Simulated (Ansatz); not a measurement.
# Ga: stress in a strained cell

Aim: deform Ga (zz strain of -1 %) and compute stress, forces and field gradients with LAPW, PAW and all-electron datasets made for the crystal.

Program: Ansatz 0.2.0. Level of theory: DFT PBEsol, scalar-relativistic. These are calculated values, not measurements.

### Step 1. The structure to begin with

The structure is tetragonal, space group I4/mmm (No. 139). The conventional cell has a = 2.808 Å, b = 2.808 Å, c = 4.458 Å, α = 90.00°, β = 90.00°, γ = 90.00°. Ga (site symmetry 4/mmm) has 12 Ga at 2.81 to 2.99 Å as nearest neighbours.

Structure file:

```cif
data_structure
_symmetry_space_group_name_H-M 'I4/mmm'
_symmetry_Int_Tables_number 139
_cell_length_a 2.8080
_cell_length_b 2.8080
_cell_length_c 4.4580
_cell_angle_alpha 90.000
_cell_angle_beta 90.000
_cell_angle_gamma 90.000
_cell_volume 35.15
loop_
_atom_site_label
_atom_site_type_symbol
_atom_site_symmetry_multiplicity
_atom_site_Wyckoff_symbol
_atom_site_fract_x
_atom_site_fract_y
_atom_site_fract_z
_atom_site_occupancy
Ga1 Ga 2 a 0.00000 0.00000 0.00000 1
```

The file gives the conventional cell by its symmetry; the runs use the cell typed in the input.

### Step 2. The deformed structure

Space group I4/mmm before, I4/mmm after.

### Step 3. Full-potential LAPW

Input file input.yaml:

```yaml
crystal:
  lattice:
    - [-1.404, 1.404, 2.20671]
    - [1.404, -1.404, 2.20671]
    - [1.404, 1.404, -2.20671]
  atoms:
    - { symbol: Ga, position: [0.0, 0.0, 0.0] }
kpoints:
  mp_grid: { grid: [16, 16, 16] }
  band_path:
    path:
      - [0.0, 0.0, 0.0]
      - [0.0, 0.0, 0.5]
      - [0.25, 0.25, 0.25]
      - [0.0, 0.5, 0.0]
      - [0.0, 0.0, 0.0]
      - [0.5, 0.5, -0.5]
      - [0.3512007423, 0.6487992577, -0.3512007423]
      - [-0.3512007423, 0.3512007423, 0.3512007423]
      - [0.0, 0.0, 0.0]
    npoints: 5
scf:
  occupations: { method: fermi_dirac, width: 0.03 }
hamiltonian:
  xc: pbesol
  pseudopotentials: { kind: all_electron, lapw: { basis_error: 0.001 } }
output:
  forces: true
  stress: true
  eigenvalues: true
```

On the command line:

```sh
ansatz run input.yaml --threads 1 --pin off --max-ram 3072MiB --backend cpu --events-out ev --progress --plain --runs-dir out
```

### Step 4. PAW with frozen cores

Input file input.yaml:

```yaml
crystal:
  lattice:
    - [-1.404, 1.404, 2.20671]
    - [1.404, -1.404, 2.20671]
    - [1.404, 1.404, -2.20671]
  atoms:
    - { symbol: Ga, position: [0.0, 0.0, 0.0] }
kpoints:
  mp_grid: { grid: [16, 16, 16] }
scf:
  occupations: { method: fermi_dirac, width: 0.03 }
hamiltonian:
  xc: pbesol
  pseudopotentials: { kind: paw }
output:
  forces: true
  stress: true
  eigenvalues: true
  efg: { contact_densities: true }
```

### Step 5. Datasets made for this crystal

input.yaml: that of step 4 with these lines changed.

```diff
@@ -13,3 +13,3 @@
   xc: pbesol
-  pseudopotentials: { kind: paw }
+  pseudopotentials: { kind: all_electron, datasets: crystal }
 output:
```

(Steps that only read results are left out.)

Before running it: what results should come out? Wanted: pressure; largest shear or deviatoric stress.

The runs gave:

```
                                 quantity                                           value
                                 pressure  LAPW 1.21, PAW 1.17, crystal datasets 1.21 GPa
largest shear or deviatoric stress (LAPW)                                        0.08 GPa
```

What this shows: The largest part of the stress beyond the pressure is 0.08 GPa in size, in the zz component. No run of the undeformed cell stands beside it, so the pressure holds what the given cell had before the change. PAW: stress within 0.04 GPa of LAPW. Crystal datasets: stress within 0.01 GPa of LAPW.
